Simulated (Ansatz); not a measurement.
# CH5BFN: the cost of one run

Program: Ansatz 0.2.0. Level of theory: RKS BHLYP-D4/def2-SVP. These are calculated values, not measurements.

### Step 1. The starting structure

Bond lengths: B1–F2 1.320 Å, B1–N3 1.550 Å, N3–H4 1.060 Å, N3–H5 1.060 Å, B1–C6 1.600 Å, C6–H7 1.110 Å, C6–H8 1.110 Å, C6–H9 1.110 Å. Angles: F2–B1–N3 120.0°, F2–B1–C6 120.0°, N3–B1–C6 120.0°, B1–N3–H4 120.0°, B1–N3–H5 120.0°, H4–N3–H5 120.0°, B1–C6–H7 109.5°, B1–C6–H8 109.5°, B1–C6–H9 109.5°, H7–C6–H8 109.4°, H7–C6–H9 109.4°, H8–C6–H9 109.4°.

Structure file:

```xyz
9

B     0.0000    0.0000    0.0000
F     0.0000    0.0000    1.3200
N     1.3423    0.0000   -0.7750
H     1.8089   -0.9179   -1.0268
H     1.7937    0.9179   -1.0532
C    -1.3856    0.0000   -0.8000
H    -1.9458   -0.9305   -0.5708
H    -1.9898    0.8797   -0.4946
H    -1.1839    0.0508   -1.8903
```

### Step 2. Relaxing the start

Input file input.yaml:

```yaml
crystal:
  periodic: [false, false, false]
  atoms:
    - { symbol: B, position_ang: [0.0, 0.0, 0.0] }
    - { symbol: F, position_ang: [0.0, 0.0, 1.32] }
    - { symbol: "N", position_ang: [1.3423, 0.0, -0.775] }
    - { symbol: H, position_ang: [1.8089, -0.9179, -1.0268] }
    - { symbol: H, position_ang: [1.7937, 0.9179, -1.0532] }
    - { symbol: C, position_ang: [-1.3856, 0.0, -0.8] }
    - { symbol: H, position_ang: [-1.9458, -0.9305, -0.5708] }
    - { symbol: H, position_ang: [-1.9898, 0.8797, -0.4946] }
    - { symbol: H, position_ang: [-1.1839, 0.0508, -1.8903] }
basis:
  gaussian: { orbitals: def2-SVP }
hamiltonian:
  xc: { name: BHLYP }
  dispersion: d4
relax:
  f_tol: 0.02
  max_steps: 40
output:
  orbitals: {}
```

Launch:

```sh
> ansatz run input.yaml --threads 2 --pin off --max-ram 3072MiB --backend cpu --events-out ev --progress --plain --runs-dir out
```

Q: Estimate wall time and peak memory on 2 threads of Intel Xeon Platinum 8488C (Sapphire Rapids), shared host.

About 17 s, with a peak of 0.17 GiB.
